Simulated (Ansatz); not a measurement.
# V2+ (doublet): energies up the ladder

The task, for V2+ (doublet): energies up the ladder. Charge +1. Spin multiplicity 2.

Computed with Ansatz 0.2.0 (the levels named in each step, unless a step's input says otherwise).

### 1 Starting point

Bond lengths: V1–V2 2.736 Å.

As a file:

```xyz
2

V     0.0000    0.0000    0.0000
V     0.0000    0.0000    2.7361
```

### 2 A rough first relaxation, PBE-D4/def2-SVP

input.yaml reads:

```yaml
crystal:
  periodic: [false, false, false]
  atoms:
    - { symbol: V, position_ang: [0.0, 0.0, 0.0] }
    - { symbol: V, position_ang: [0.0, 0.0, 2.7361] }
magnetization:
  spin_polarized: true
  initial_magnetization: 1
total_charge: 1
basis:
  gaussian: { orbitals: def2-SVP }
hamiltonian:
  xc: pbe
  dispersion: d4
relax:
  f_tol: 0.03
  max_steps: 200
```

Launch:

```sh
$ ansatz run input.yaml --threads 4 --pin off --max-ram 10240MiB --backend cpu --events-out ev --progress --plain --runs-dir out
```

After this run come: Relaxation, PBE0-D4/def2-TZVPP; Frequencies, PBE0-D4/def2-TZVPP; Single point, PBE-D4/def2-TZVPP; Single point, r2SCAN-D4/def2-TZVPP; Single point, B3LYP-D4/def2-TZVPP; Single point, wB97M-V/def2-TZVPP; Single point, B2PLYP/def2-TZVPP; Single point, LDA/def2-TZVPP; Single point, PBE0-D4/def2-SVP; Single point, PBE-D4/def2-SVP.

Before running it: what results should come out? Wanted: V1–V2 at PBE0-D4/def2-TZVPP; frequencies at PBE0-D4/def2-TZVPP; energy at PBE-D4/def2-SVP.

The runs gave:

| quantity | value |
| --- | --- |
| V1–V2 at PBE0-D4/def2-TZVPP | 1.624 Å |
| frequencies at PBE0-D4/def2-TZVPP | 745 cm⁻¹ |
| energy at PBE-D4/def2-SVP | -51347.279 eV |

**Reading.** No mode is imaginary, so the geometry is a minimum. These totals serve in differences with atoms or fragments at the same level; alone they don't rank the methods. <S²> exceeds the pure value by up to 1.36: some mean fields break spin symmetry, which blurs their results.
